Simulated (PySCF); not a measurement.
# AsH₄⁺: relaxation and vibrations of the singlet

Aim: relax AsH₄⁺ as a singlet from a PBE0 minimum start, check by its vibrations whether the end is a minimum, and collect its spectrum and constants.

The runs use PySCF 2.14.0; PBE0, basis As def2-TZVP, H def2-TZVP, no relativity, density fitting.

## Step 1: Where the work starts

5 atoms, charge 1, spin multiplicity 1.

Bond lengths: As1–H2 1.490 Å, As1–H3 1.490 Å, As1–H4 1.490 Å, As1–H5 1.490 Å. Angles: H2–As1–H3 109.5°, H2–As1–H4 109.5°, H2–As1–H5 109.5°, H3–As1–H4 109.5°, H3–As1–H5 109.5°, H4–As1–H5 109.5°.

```xyz
5
charge 1 multiplicity 1
As    0.0000    0.0000    0.0000
H     1.2167    0.0000    0.8603
H    -1.2167    0.0000    0.8603
H     0.0000    1.2167   -0.8603
H     0.0000   -1.2167   -0.8604
```

## Step 2: First SCF at the start

One driver script runs all steps and calls PySCF; scf.py shows how it sets up the SCF of each step. The optimiser is the driver's own. After this first run the driver tries any further starts and a stability analysis.

Input file scf.py:

```python
from pyscf import gto, scf, dft
mol = gto.M(atom='''
As    -0.000000     0.000000    -0.000000
H      1.216707    -0.000035     0.860342
H     -1.216707    -0.000000     0.860342
H      0.000017     1.216724    -0.860317
H     -0.000017    -1.216690    -0.860366''',
    basis={'As': 'def2-TZVP', 'H': 'def2-TZVP'},
    charge=1, spin=0)
mf = dft.RKS(mol, xc='PBE0')
mf.grids.atom_grid = (50, 194)
aux = {'As': 'def2-universal-JKFIT', 'H': 'def2-universal-JKFIT'}
mf = mf.density_fit(auxbasis=aux)
mf.conv_tol = 1e-08
mf.diis_space = 10
mf.max_cycle = 60
mf.init_guess = 'minao'
mf.verbose = 4
mf.kernel()
```

Run with:

```sh
$ OMP_NUM_THREADS=2 python axn.py task.json out
```

Further steps of the session: Relaxation: PBE0 minimum start, singlet; Vibrations and properties at this point.

Q: Predict the outcome of this session. Wanted: minimum; geometry; wavenumbers; dipole moment; highest occupied, lowest empty level; polar-tensor charge of As1; zero-point energy.

The runs gave:

```
                            quantity                                     value
                             minimum                               singlet, Td
                            geometry     As–H 1.490 Å (×4); H–As–H 109.5° (×6)
                  wavenumbers (cm⁻¹)  868 (t2), 1023 (e), 2356 (a1), 2398 (t2)
      dipole moment (centre of mass)                                    0.00 D
highest occupied, lowest empty level                          -18.41, -5.86 eV
          polar-tensor charge of As1                                   +0.89 e
                   zero-point energy                               84.9 kJ/mol
                 entropy at 298.15 K                           216.2 J/(mol K)
```

**Reading.** The molecule stays Td, as typed, and the end point is a minimum. The strongest infrared band lies at 2398 cm⁻¹ (t2, stretch). Only this shape and spin were tried, so other structures or states may lie lower.
